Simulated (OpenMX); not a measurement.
**NbTe in OpenMX: the effect of volume scale**

Crystal: NbTe.

```
Nb Te
1.0
     3.28279    0.00000    0.00000
     0.00000    3.28279    0.00000
     0.00000    0.00000    3.28279
Nb Te
1 1
Direct
  0.50000 0.50000 0.50000
  0.00000 0.00000 0.00000
```

The cell was built by a generator and needn't be a form met in nature.

Alike in all runs:

```yaml
Program: OpenMX 3.8.5
Task: single point
Functional: PBE
Potentials_or_basis: OpenMX 2013 PBE set, Nb7.0-s3p2d2, Te7.0-s3p2d2f1, grid cutoff 500 Ry
k_mesh: 7 × 7 × 7
Occupations: fermi-dirac, width 0.05 eV
Spin: no spin polarisation
```

Problem. One run gave: pressure 27.6 GPa. Which volume scale did it use?
A. 1.08
B. 0.88
C. 0.96
D. 1
E. 0.92

Solution. B.

```csv
volume scale,pressure (GPa)
0.88,27.6
0.92,17.6
0.96,9.6
1,3.2
1.04,-2.0
1.08,-6.4
```

Caveats: the basis of atomic orbitals isn't converged, which shifts pressures, moduli and gaps.
